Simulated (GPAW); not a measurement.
# CsLiCr2Te2S3 (Cm) in GPAW: settings compared, part 2 of 2

GPAW 26.7.0. The steps go on from the part before.

### 4 Band structure, PW91, collinear spin, ferromagnetic start

The input, run.py:

```python
from ase import Atoms
from ase.dft.bandgap import bandgap
from ase.io import write
from ase.units import GPa
from ase.parallel import parprint
from gpaw import GPAW, PW, setup_paths

setup_paths.insert(0, '.')

atoms = Atoms(['Cs', 'Li', 'Cr', 'Cr', 'Te', 'Te', 'S', 'S', 'S'],
              cell=[[3.42162, -5.18069, 0.00784],
                    [3.42162, 5.18069, 0.00784],
                    [-2.90411, 0.0, 7.43093]],
              scaled_positions=[[0.09374, 0.09374, 0.00853],
                                [0.58875, 0.58875, 0.55336],
                                [0.05646, 0.46755, 0.5579],
                                [0.46755, 0.05646, 0.5579],
                                [0.56486, 0.87357, 0.29035],
                                [0.87357, 0.56486, 0.29035],
                                [0.81151, 0.39697, 0.73347],
                                [0.39697, 0.81151, 0.73347],
                                [0.21404, 0.21404, 0.48371]],
              pbc=True)
atoms.set_initial_magnetic_moments([0.0, 0.0, 3.0, 3.0, 0.0, 0.0, 0.0, 0.0, 0.0])

calc = GPAW(mode=PW(800),
            xc='GGA_X_PW91+GGA_C_PW91',
            kpts={'size': (4, 4, 3), 'gamma': True},
            occupations={'name': 'fermi-dirac', 'width': 0.05},
            nbands=49,
            convergence={'density': 1e-05, 'energy': 1e-05},
            maxiter=150,
            txt='gpaw.txt')
atoms.calc = calc
energy = atoms.get_potential_energy()
forces = atoms.get_forces()
stress = atoms.get_stress()
calc.write('gs.gpw')
write('result.traj', atoms)
parprint(f'Energy: {energy:.6f} eV')
parprint('Forces (eV/A):')
parprint(forces.round(4))
parprint('Stress (GPa):', (stress / GPa).round(3))
parprint('Moments:', calc.get_magnetic_moments().round(3))
parprint('Fermi level:', round(calc.get_fermi_level(), 4), 'eV')
parprint(f'Gap: {bandgap(calc)[0]:.4f} eV, direct: {bandgap(calc, direct=True)[0]:.4f} eV')

path = atoms.cell.bandpath('GYFHZIF1,H1Y1XGN,MG', npoints=80, eps=1e-4)
bs_calc = calc.fixed_density(kpts=path, symmetry='off', nbands=88,
                             convergence={'bands': 'CBM+6.0', 'eigenstates': 1e-6}, txt='bands.txt')
bs = bs_calc.band_structure()
bs.write('bs.json')
parprint(f'Gap on the path: {bandgap(bs_calc)[0]:.4f} eV')
```

Potentials or basis: PAW data sets generated in the run's folder for this functional, pw.

The run is started by

```console
$ gpaw-setup -f GGA_X_PW91+GGA_C_PW91 Cr Cs Li S Te
$ OMP_NUM_THREADS=1 mpirun -n 8 gpaw python run.py
```

gpaw.txt:

```text
__  _  _
 | _ |_)|_||  |
 |__||  | ||/\| - 26.7.0

Input parameters:
  mode=PW(ecut=800.0),
  convergence={'density': 1e-05, 'energy': 1e-05},
  kpts=MonkhorstPack(size=(4, 4, 3), gamma=True),
  maxiter=150,
  nbands=49,
  occupations=Occupations(name='fermi-dirac', width=0.05),
  xc=XC(name='GGA_X_PW91+GGA_C_PW91')

Diagonalizing LCAO Hamiltonian
Converting LCAO to pw mode

               S
          Cr
            S
        S     Li
       Cr          Te

                  Te

          Cs

Atoms  # Å, Bohr magnetons
|   | symbol |        x |         y |        z |    initial magnetic moments |
|---|--------|----------|-----------|----------|-----------------------------|
| 0 |     Cs | 0.616713 |  0.000000 | 0.064856 | ( 0.0000,  0.0000,  0.0000) |
| 1 |     Li | 2.421939 |  0.000000 | 4.121211 | ( 0.0000,  0.0000,  0.0000) |
| 2 |     Cr | 0.172760 |  2.129730 | 4.149824 | ( 0.0000,  0.0000,  3.0000) |
| 3 |     Cr | 0.172760 | -2.129730 | 4.149824 | ( 0.0000,  0.0000,  3.0000) |
| 4 |     Te | 4.078553 |  1.599331 | 2.168848 | ( 0.0000,  0.0000,  0.0000) |
| 5 |     Te | 4.078553 | -1.599331 | 2.168848 | ( 0.0000,  0.0000,  0.0000) |
| 6 |      S | 2.004882 | -2.147603 | 5.459839 | ( 0.0000,  0.0000,  0.0000) |
[... 260 lines left out ...]

Local magnetic moments
|        x |        y |         z |
|----------|----------|-----------|
| 0.000000 | 0.000000 | -0.001222 |  # Cs   0
| 0.000000 | 0.000000 |  0.000529 |  # Li   1
| 0.000000 | 0.000000 |  2.190643 |  # Cr   2
| 0.000000 | 0.000000 |  2.190643 |  # Cr   3
| 0.000000 | 0.000000 | -0.160296 |  # Te   4
| 0.000000 | 0.000000 | -0.160296 |  # Te   5
| 0.000000 | 0.000000 | -0.069088 |  # S    6
| 0.000000 | 0.000000 | -0.069088 |  # S    7
| 0.000000 | 0.000000 | -0.064865 |  # S    8

Fermi level: 3.798
Eigenvalues  # (at kpt = [0.000, 0.000, 0.000])
| band index |      eig [eV] | occ [0-1] |      eig [eV] | occ [0-1] |
|------------|---------------|-----------|---------------|-----------|
|          0 |       -17.934 |     1.000 |       -17.935 |     1.000 |
|        ... |               |           |               |           |
|         19 |         1.436 |     1.000 |         1.654 |     1.000 |
|         20 |         1.614 |     1.000 |         1.882 |     1.000 |
|         21 |         1.839 |     1.000 |         2.116 |     1.000 |
|         22 |         2.062 |     1.000 |         3.124 |     1.000 |
|         23 |         2.656 |     1.000 |         3.246 |     1.000 |
|         24 |         2.693 |     1.000 |         4.503 |     0.000 |
|         25 |         3.020 |     1.000 |         4.698 |     0.000 |
|         26 |         3.412 |     1.000 |         4.879 |     0.000 |
|         27 |         3.446 |     0.999 |         4.916 |     0.000 |
|         28 |         3.569 |     0.990 |         5.330 |     0.000 |
|         29 |         4.038 |     0.008 |         5.515 |     0.000 |
|         30 |         4.558 |     0.000 |         5.541 |     0.000 |
|         31 |         4.879 |     0.000 |         5.900 |     0.000 |
|         32 |         5.471 |     0.000 |         6.417 |     0.000 |
|         33 |         5.819 |     0.000 |         6.699 |     0.000 |
|        ... |               |           |               |           |
|         48 |        12.057 |     0.000 |        12.206 |     0.000 |

No gap
No difference between direct/indirect transitions

Forces  # eV/Ang
|        x |        y |        z |
|----------|----------|----------|
|  0.00116 |  0.00000 |  0.00342 |  # Cs   0
|  0.00701 |  0.00000 |  0.00418 |  # Li   1
| -0.00645 |  0.09021 | -0.05526 |  # Cr   2
| -0.00645 | -0.09021 | -0.05526 |  # Cr   3
|  0.00439 |  0.00200 |  0.02753 |  # Te   4
|  0.00439 | -0.00200 |  0.02753 |  # Te   5
|  0.00243 |  0.02897 |  0.05910 |  # S    6
|  0.00243 | -0.02897 |  0.05910 |  # S    7
| -0.00891 | -0.00000 | -0.07026 |  # S    8

Stress tensor  # eV/Ang^3
|         x |         y |         z |
|-----------|-----------|-----------|
| -0.000885 |  0.000000 | -0.000083 |
|  0.000000 | -0.000189 |  0.000000 |
| -0.000083 |  0.000000 |  0.000310 |

# Writing to gs.gpw (mode='')
```

stdout:

```text
Energy: -45.848124 eV
Forces (eV/A):
[[ 0.0012  0.      0.0034]
 [ 0.007   0.      0.0042]
 [-0.0064  0.0902 -0.0553]
 [-0.0064 -0.0902 -0.0553]
 [ 0.0044  0.002   0.0275]
 [ 0.0044 -0.002   0.0275]
 [ 0.0024  0.029   0.0591]
 [ 0.0024 -0.029   0.0591]
 [-0.0089 -0.     -0.0703]]
Stress (GPa): [-0.142 -0.03   0.05   0.    -0.013  0.   ]
Moments: [-1.000e-03  1.000e-03  2.191e+00  2.191e+00 -1.600e-01 -1.600e-01
 -6.900e-02 -6.900e-02 -6.500e-02]
Fermi level: 3.7983 eV
Gap: 0.0000 eV, direct: 0.0000 eV
Gap on the path: 0.0000 eV
```

Wall time 3.8 min (8 MPI ranks of AMD EPYC 9R45 (Zen 5), shared host); peak memory 0.99 GiB.

What came out:

```yaml
Free_energy: -45.8641 eV
Pressure: 0.0 GPa
Largest_force: 0.106 eV/Å
Band_gap_along_the_path: none (metal or under the smearing width)
Net_moment: 4.02 μB per cell
Site_moments: Cs -0.00; Li +0.00; Cr +2.19; Te -0.16; S -0.07, -0.06 μB
```

Forces on the atoms (eV/Å):
```
Cs   0.001  0.000  0.003
Li   0.007  0.000  0.004
Cr  -0.006  0.090 -0.055
Cr  -0.006 -0.090 -0.055
Te   0.004  0.002  0.028
Te   0.004 -0.002  0.028
S    0.002  0.029  0.059
S    0.002 -0.029  0.059
S   -0.009  0.000 -0.070
```

Levels at the corners of the path, in eV from the Fermi level:
Spin up:
| point | band 26 | band 27 | band 28 | band 29 | band 30 | band 31 |
| --- | --- | --- | --- | --- | --- | --- |
| Γ | -0.78 | -0.39 | -0.35 | -0.23 | 0.24 | 0.76 |
| Y | -0.49 | -0.41 | -0.03 | 0.28 | 0.72 | 0.84 |
| F | -0.41 | -0.36 | 0.04 | 0.20 | 0.62 | 0.66 |
| H | -0.62 | -0.40 | -0.06 | 0.17 | 0.77 | 0.81 |
| Z | -0.78 | -0.38 | -0.34 | -0.15 | 0.14 | 0.66 |
| I | -0.48 | -0.44 | 0.06 | 0.24 | 0.60 | 0.71 |
| F1 | -0.41 | -0.36 | 0.04 | 0.20 | 0.62 | 0.66 |
| H1 | -0.62 | -0.40 | -0.06 | 0.17 | 0.77 | 0.81 |
| Y1 | -0.49 | -0.41 | -0.03 | 0.28 | 0.72 | 0.84 |
| X | -0.60 | -0.45 | -0.04 | 0.49 | 0.59 | 0.88 |
| Γ | -0.78 | -0.39 | -0.35 | -0.23 | 0.24 | 0.76 |
| N | -0.80 | -0.25 | -0.02 | 0.29 | 0.50 | 0.82 |
| M | -0.94 | -0.28 | -0.14 | 0.20 | 0.55 | 0.88 |
| Γ | -0.78 | -0.39 | -0.35 | -0.23 | 0.24 | 0.76 |
Spin down:
```tsv
point	band 20	band 21	band 22	band 23	band 24	band 25	band 26	band 27	band 28	band 29
Γ	-2.14	-1.92	-1.68	-0.67	-0.55	0.70	0.90	1.08	1.12	1.53
Y	-1.84	-1.81	-1.38	-1.04	-0.18	0.80	0.95	1.27	1.30	1.50
F	-2.13	-2.00	-1.34	-0.85	-0.15	0.89	0.98	1.27	1.32	1.44
H	-1.97	-1.75	-1.34	-1.23	-0.27	0.81	0.96	1.18	1.25	1.58
Z	-2.33	-2.13	-1.66	-0.65	-0.60	0.72	0.86	1.14	1.22	1.45
I	-2.39	-2.01	-1.29	-0.71	-0.12	0.93	0.97	1.17	1.28	1.47
F1	-2.13	-2.00	-1.34	-0.85	-0.15	0.89	0.98	1.27	1.32	1.44
H1	-1.97	-1.75	-1.34	-1.23	-0.27	0.81	0.96	1.18	1.25	1.58
Y1	-1.84	-1.81	-1.38	-1.04	-0.18	0.80	0.95	1.27	1.30	1.50
X	-2.13	-1.77	-1.37	-0.73	-0.18	0.86	0.98	1.20	1.39	1.39
Γ	-2.14	-1.92	-1.68	-0.67	-0.55	0.70	0.90	1.08	1.12	1.53
N	-2.17	-1.67	-1.40	-1.02	-0.18	0.70	0.84	1.12	1.37	1.50
M	-2.27	-1.74	-1.43	-1.02	-0.30	0.70	0.82	1.17	1.34	1.53
Γ	-2.14	-1.92	-1.68	-0.67	-0.55	0.70	0.90	1.08	1.12	1.53
```

Caveat: spin-orbit coupling is left out, which moves the levels of the heavy elements; only a ferromagnetic start was run, and an antiferromagnetic order may lie lower in energy.

### 5 Band structure, r2SCAN, collinear spin, ferromagnetic start

Edit run.py of step 4 so:

```diff
@@ -5,5 +5,3 @@
 from ase.parallel import parprint
-from gpaw import GPAW, PW, setup_paths
-
-setup_paths.insert(0, '.')
+from gpaw import GPAW, PW
 
@@ -26,3 +24,3 @@
 calc = GPAW(mode=PW(800),
-            xc='GGA_X_PW91+GGA_C_PW91',
+            xc='MGGA_X_R2SCAN+MGGA_C_R2SCAN',
             kpts={'size': (4, 4, 3), 'gamma': True},
```

Potentials or basis: GPAW PAW data sets (gpaw-data 1.2.1), pw.

The run is started by

```console
$ OMP_NUM_THREADS=1 mpirun -n 8 gpaw python run.py
```

It took 13 min on 8 MPI ranks of AMD EPYC 9R45 (Zen 5), shared host; peak memory 1.1 GiB.

Results (log left out):

| Item | Value |
| --- | --- |
| Free energy | -114.5003 eV |
| Pressure | 0.4 GPa |
| Largest force | 0.161 eV/Å |
| Band gap along the path | none (metal or under the smearing width) |
| Net moment | 4.05 μB per cell |
| Site moments | Cs -0.00; Li +0.00; Cr +2.52; Te -0.27; S -0.11 μB |

Forces on the atoms (eV/Å):
```
Cs  -0.007  0.000 -0.012
Li   0.024  0.000  0.030
Cr  -0.015  0.042 -0.009
Cr  -0.015 -0.042 -0.009
Te  -0.023 -0.041 -0.101
Te  -0.023  0.041 -0.101
S    0.011  0.065  0.147
S    0.011 -0.065  0.147
S    0.037  0.000 -0.095
```

Stress tensor (GPa, compression positive):
```
0.41 0.00 0.06
0.00 0.61 0.00
0.06 0.00 0.04
```

Levels at the corners of the path, in eV from the Fermi level:
Spin up:
```tsv
point	band 25	band 26	band 27	band 28	band 29	band 30	band 31	band 32
Γ	-1.38	-1.05	-0.56	-0.40	-0.20	0.37	0.91	1.20
Y	-1.31	-0.52	-0.50	-0.10	0.34	0.76	0.94	1.08
F	-1.11	-0.49	-0.38	-0.05	0.28	0.64	0.75	0.89
H	-1.28	-0.65	-0.53	-0.13	0.23	0.86	0.89	1.03
Z	-1.42	-1.08	-0.45	-0.40	-0.21	0.26	0.77	0.81
I	-0.82	-0.52	-0.51	-0.02	0.34	0.62	0.81	0.86
F1	-1.11	-0.49	-0.38	-0.05	0.28	0.64	0.75	0.89
H1	-1.28	-0.65	-0.53	-0.13	0.23	0.86	0.89	1.03
Y1	-1.31	-0.52	-0.50	-0.10	0.34	0.76	0.94	1.08
X	-0.87	-0.63	-0.53	-0.13	0.64	0.65	0.97	1.15
Γ	-1.38	-1.05	-0.56	-0.40	-0.20	0.37	0.91	1.20
N	-1.36	-0.89	-0.35	-0.01	0.34	0.50	0.87	1.14
M	-1.32	-1.00	-0.40	-0.12	0.22	0.56	0.95	1.08
Γ	-1.38	-1.05	-0.56	-0.40	-0.20	0.37	0.91	1.20
```
Spin down:
| point | band 21 | band 22 | band 23 | band 24 | band 25 | band 26 | band 27 | band 28 |
| --- | --- | --- | --- | --- | --- | --- | --- | --- |
| Γ | -1.97 | -1.72 | -0.60 | -0.59 | 1.36 | 1.51 | 1.80 | 1.88 |
| Y | -1.83 | -1.39 | -1.04 | -0.08 | 1.41 | 1.62 | 1.87 | 1.95 |
| F | -2.06 | -1.36 | -0.83 | -0.09 | 1.51 | 1.62 | 1.84 | 2.04 |
| H | -1.77 | -1.35 | -1.25 | -0.15 | 1.42 | 1.62 | 1.84 | 1.87 |
| Z | -2.18 | -1.69 | -0.64 | -0.57 | 1.39 | 1.50 | 1.81 | 1.99 |
| I | -2.08 | -1.31 | -0.64 | -0.13 | 1.57 | 1.59 | 1.86 | 1.86 |
| F1 | -2.06 | -1.36 | -0.83 | -0.09 | 1.51 | 1.62 | 1.84 | 2.04 |
| H1 | -1.77 | -1.35 | -1.25 | -0.15 | 1.42 | 1.62 | 1.84 | 1.87 |
| Y1 | -1.83 | -1.39 | -1.04 | -0.08 | 1.41 | 1.62 | 1.87 | 1.95 |
| X | -1.80 | -1.39 | -0.66 | -0.19 | 1.54 | 1.60 | 1.90 | 1.97 |
| Γ | -1.97 | -1.72 | -0.60 | -0.59 | 1.36 | 1.51 | 1.80 | 1.88 |
| N | -1.71 | -1.43 | -1.02 | -0.13 | 1.38 | 1.46 | 1.78 | 1.92 |
| M | -1.80 | -1.46 | -1.03 | -0.24 | 1.39 | 1.46 | 1.82 | 1.93 |
| Γ | -1.97 | -1.72 | -0.60 | -0.59 | 1.36 | 1.51 | 1.80 | 1.88 |

Caveat: the PAW data sets were made with another functional, which shifts forces and pressure a little; spin-orbit coupling is left out, which moves the levels of the heavy elements; only a ferromagnetic start was run, and an antiferromagnetic order may lie lower in energy.

### 6 Band structure, PBE, collinear spin, ferromagnetic start

Edit run.py of step 5 so:

```diff
@@ -24,4 +24,4 @@
 calc = GPAW(mode=PW(800),
-            xc='MGGA_X_R2SCAN+MGGA_C_R2SCAN',
-            kpts={'size': (4, 4, 3), 'gamma': True},
+            xc='PBE',
+            kpts={'size': (5, 5, 4), 'gamma': True},
             occupations={'name': 'fermi-dirac', 'width': 0.05},
@@ -45,3 +45,3 @@
 
-path = atoms.cell.bandpath('GYFHZIF1,H1Y1XGN,MG', npoints=80, eps=1e-4)
+path = atoms.cell.bandpath('GYFHZIF1,H1Y1XGN,MG', npoints=100, eps=1e-4)
 bs_calc = calc.fixed_density(kpts=path, symmetry='off', nbands=88,
```

Potentials or basis: GPAW PAW data sets (gpaw-data 1.2.1), pw.

The run is started by

```console
$ OMP_NUM_THREADS=1 mpirun -n 8 gpaw python run.py
```

Wall time 7.3 min (8 MPI ranks of Intel Xeon 6975P-C (Granite Rapids), shared host); peak memory 1.2 GiB.

The run converged. Its results:

| Property | Result |
| --- | --- |
| Free energy | -45.6638 eV |
| Pressure | 0.2 GPa |
| Largest force | 0.109 eV/Å |
| Band gap along the path | none (metal or under the smearing width) |
| Net moment | 4.02 μB per cell |
| Site moments | Cs -0.00; Li +0.00; Cr +2.19; Te -0.16; S -0.07 μB |

Forces in eV/Å, atoms in the order of the input:
```
Cs   0.003  0.000 -0.002
Li   0.024  0.000  0.003
Cr   0.010  0.079 -0.073
Cr   0.010 -0.079 -0.073
Te   0.002 -0.002  0.006
Te   0.002  0.002  0.006
S   -0.008  0.034  0.099
S   -0.008 -0.034  0.099
S   -0.034  0.000 -0.066
```

Stress tensor (GPa, compression positive):
```
0.26 0.00 0.01
0.00 0.21 0.00
0.01 0.00 0.13
```

Levels at the corners of the path, in eV from the Fermi level:
Spin up:
| point | band 25 | band 26 | band 27 | band 28 | band 29 | band 30 | band 31 | band 32 |
| --- | --- | --- | --- | --- | --- | --- | --- | --- |
| Γ | -1.10 | -0.77 | -0.39 | -0.35 | -0.23 | 0.25 | 0.76 | 1.08 |
| Y | -0.95 | -0.49 | -0.41 | -0.03 | 0.28 | 0.72 | 0.84 | 0.97 |
| F | -0.93 | -0.41 | -0.36 | 0.04 | 0.20 | 0.62 | 0.67 | 0.79 |
| H | -0.95 | -0.61 | -0.39 | -0.06 | 0.18 | 0.77 | 0.82 | 0.94 |
| Z | -1.09 | -0.78 | -0.39 | -0.33 | -0.14 | 0.15 | 0.66 | 0.68 |
| I | -0.64 | -0.48 | -0.44 | 0.06 | 0.24 | 0.60 | 0.72 | 0.72 |
| F1 | -0.93 | -0.41 | -0.36 | 0.04 | 0.20 | 0.62 | 0.67 | 0.79 |
| H1 | -0.95 | -0.61 | -0.39 | -0.06 | 0.18 | 0.77 | 0.82 | 0.94 |
| Y1 | -0.95 | -0.49 | -0.41 | -0.03 | 0.28 | 0.72 | 0.84 | 0.97 |
| X | -0.70 | -0.60 | -0.45 | -0.04 | 0.50 | 0.59 | 0.88 | 1.01 |
| Γ | -1.10 | -0.77 | -0.39 | -0.35 | -0.23 | 0.25 | 0.76 | 1.08 |
| N | -1.02 | -0.80 | -0.25 | -0.02 | 0.29 | 0.50 | 0.82 | 0.91 |
| M | -1.00 | -0.94 | -0.28 | -0.14 | 0.20 | 0.55 | 0.88 | 0.95 |
| Γ | -1.10 | -0.77 | -0.39 | -0.35 | -0.23 | 0.25 | 0.76 | 1.08 |
Spin down:
| point | band 20 | band 21 | band 22 | band 23 | band 24 | band 25 | band 26 | band 27 | band 28 | band 29 |
| --- | --- | --- | --- | --- | --- | --- | --- | --- | --- | --- |
| Γ | -2.15 | -1.92 | -1.68 | -0.67 | -0.55 | 0.73 | 0.91 | 1.09 | 1.13 | 1.54 |
| Y | -1.84 | -1.81 | -1.38 | -1.04 | -0.18 | 0.81 | 0.97 | 1.29 | 1.31 | 1.51 |
| F | -2.14 | -2.00 | -1.34 | -0.84 | -0.14 | 0.90 | 0.99 | 1.28 | 1.33 | 1.46 |
| H | -1.97 | -1.75 | -1.34 | -1.23 | -0.27 | 0.82 | 0.97 | 1.20 | 1.26 | 1.59 |
| Z | -2.33 | -2.13 | -1.66 | -0.64 | -0.60 | 0.75 | 0.87 | 1.15 | 1.23 | 1.46 |
| I | -2.39 | -2.01 | -1.29 | -0.70 | -0.12 | 0.94 | 0.98 | 1.19 | 1.29 | 1.50 |
| F1 | -2.14 | -2.00 | -1.34 | -0.84 | -0.14 | 0.90 | 0.99 | 1.28 | 1.33 | 1.46 |
| H1 | -1.97 | -1.75 | -1.34 | -1.23 | -0.27 | 0.82 | 0.97 | 1.20 | 1.26 | 1.59 |
| Y1 | -1.84 | -1.81 | -1.38 | -1.04 | -0.18 | 0.81 | 0.97 | 1.29 | 1.31 | 1.51 |
| X | -2.13 | -1.77 | -1.37 | -0.72 | -0.18 | 0.88 | 0.99 | 1.22 | 1.40 | 1.41 |
| Γ | -2.15 | -1.92 | -1.68 | -0.67 | -0.55 | 0.73 | 0.91 | 1.09 | 1.13 | 1.54 |
| N | -2.17 | -1.67 | -1.40 | -1.02 | -0.17 | 0.71 | 0.85 | 1.13 | 1.38 | 1.51 |
| M | -2.27 | -1.74 | -1.43 | -1.02 | -0.30 | 0.72 | 0.83 | 1.17 | 1.36 | 1.55 |
| Γ | -2.15 | -1.92 | -1.68 | -0.67 | -0.55 | 0.73 | 0.91 | 1.09 | 1.13 | 1.54 |

Caveat: spin-orbit coupling is left out, which moves the levels of the heavy elements; only a ferromagnetic start was run, and an antiferromagnetic order may lie lower in energy.

### 7 The reference run

An earlier run on the cell as given: functional PBE; potentials or basis GPAW PAW data sets (gpaw-data 1.2.1); cutoff 800 eV; basis pw; k mesh 5 × 5 × 4; occupations fermi-dirac, width 0.05 eV; collinear spin, ferromagnetic start; starting moments [0.0, 0.0, 3.0, 3.0, 0.0, 0.0, 0.0, 0.0, 0.0] μB.

- Pressure: 0.2 GPa
- Largest force: 0.109 eV/Å
- Band gap on the k mesh: none (metal or under the smearing width)
- Net moment: 4.02 μB per cell
- Site moments: Cs -0.00; Li +0.00; Cr +2.19; Te -0.16; S -0.07 μB

### 8 The runs side by side

| task | level | potentials or basis | k mesh | band path | band points | pressure (GPa) | moment (μB) | largest force (eV/Å) |
| --- | --- | --- | --- | --- | --- | --- | --- | --- |
| band structure | PBEsol | PAW data sets generated in the run's folder for this functional, pw | 4 × 4 × 3 | GYFHZIF1,H1Y1XGN,MG | 80 | -1.9 | 4.02 | 0.22 |
| band structure | AM05 | PAW data sets generated in the run's folder for this functional, pw | 4 × 4 × 3 | GYFHZIF1,H1Y1XGN,MG | 80 | -1.4 | 4.01 | 0.26 |
| band structure | PW91 | PAW data sets generated in the run's folder for this functional, pw | 4 × 4 × 3 | GYFHZIF1,H1Y1XGN,MG | 80 | 0.0 | 4.02 | 0.11 |
| band structure | r2SCAN | GPAW PAW data sets (gpaw-data 1.2.1), pw | 4 × 4 × 3 | GYFHZIF1,H1Y1XGN,MG | 80 | 0.4 | 4.05 | 0.16 |
| band structure | PBE | GPAW PAW data sets (gpaw-data 1.2.1), pw | 5 × 5 × 4 | GYFHZIF1,H1Y1XGN,MG | 100 | 0.2 | 4.02 | 0.11 |
| single point | PBE | GPAW PAW data sets (gpaw-data 1.2.1), pw | 5 × 5 × 4 | - | - | 0.2 | 4.02 | 0.11 |

Alike in all rows: spin collinear, ferromagnetic start; cell as given; cutoff (eV) 800; smearing fermi-dirac 0.05 eV.

Caveats: only a ferromagnetic start was run, and an antiferromagnetic order may lie lower in energy; spin-orbit coupling is left out, which moves the levels of the heavy elements (some runs); the PAW data sets were made with another functional, which shifts forces and pressure a little (some runs).

Absolute energies hang on the potentials; compare differences alone.
